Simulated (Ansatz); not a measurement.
Ba2Tl5V3O12:

```
Ba V Tl O
1.0
     6.49009   -6.67692    0.00000
     6.49009    6.67692    0.00000
    -2.00957    0.00000    5.73760
Ba V Tl O
2 3 5 12
Cartesian
  6.4901 0.2782 0.0000
  6.4901 -3.9079 0.0000
  9.8864 1.9304 1.4766
  1.0842 1.9304 4.2610
  5.4853 -0.9938 2.8688
  7.5111 2.3899 3.6563
  3.4595 2.3899 2.0813
  5.4853 6.4755 2.8688
  2.3924 -1.2210 1.2561
  8.5782 -1.2210 4.4815
  0.8441 1.7317 2.5403
  6.4531 0.0639 3.8847
  7.0059 -3.2392 4.8560
  8.1842 1.8299 1.1816
  6.5345 -1.8120 1.7991
  0.1384 0.7388 5.0836
  4.4361 -1.8120 3.9385
  10.8322 0.7388 0.6540
  3.9648 -3.2392 0.8816
  2.7865 1.8299 4.5560
  10.1265 1.7317 3.1973
  4.5175 0.0639 1.8529
```

The cell was built by a generator and needn't be a form met in nature.

Base run:

- Program: Ansatz 0.2.0
- Functional: PBE
- Potentials or basis: Ansatz PAW
- Cutoff: 420 eV (not typed: the program's choice for these potentials)
- k mesh: 3 × 3 × 5
- Occupations: fermi-dirac, width 0.05 eV
- Spin: collinear spin, ferromagnetic start
- Starting moments: [0.0, 0.0, 2.0, 2.0, 2.0, 0.0, 0.0, 0.0, 0.0, 0.0, 0.0, 0.0, 0.0, 0.0, 0.0, 0.0, 0.0, 0.0, 0.0, 0.0, 0.0, 0.0] μB

Its results: band gap on the k mesh 2.90 eV, indirect (least direct gap 2.95 eV); pressure 0.0 GPa; net moment 0.00 μB per cell; largest force 0.005 eV/Å.

The run is repeated on the same cell with these changes: hubbard terms from none to V d U = 6 eV; hubbard projectors from none to ortho-atomic (the default). What comes out?

Band gap on the k mesh 2.94 eV, indirect (least direct gap 2.98 eV); pressure 0.5 GPa; net moment 0.00 μB per cell; largest force 0.251 eV/Å.

Caveats: odd divisions of the mesh miss points on the zone boundary, where band edges often lie, so the gap on the mesh can be too wide; spin-orbit coupling is left out, which as a rule narrows the gap of such compounds by several tenths of an eV; the starting moments weren't kept; the magnetic or orbital state may not be the lowest (some runs).

A k mesh can miss the band edges.
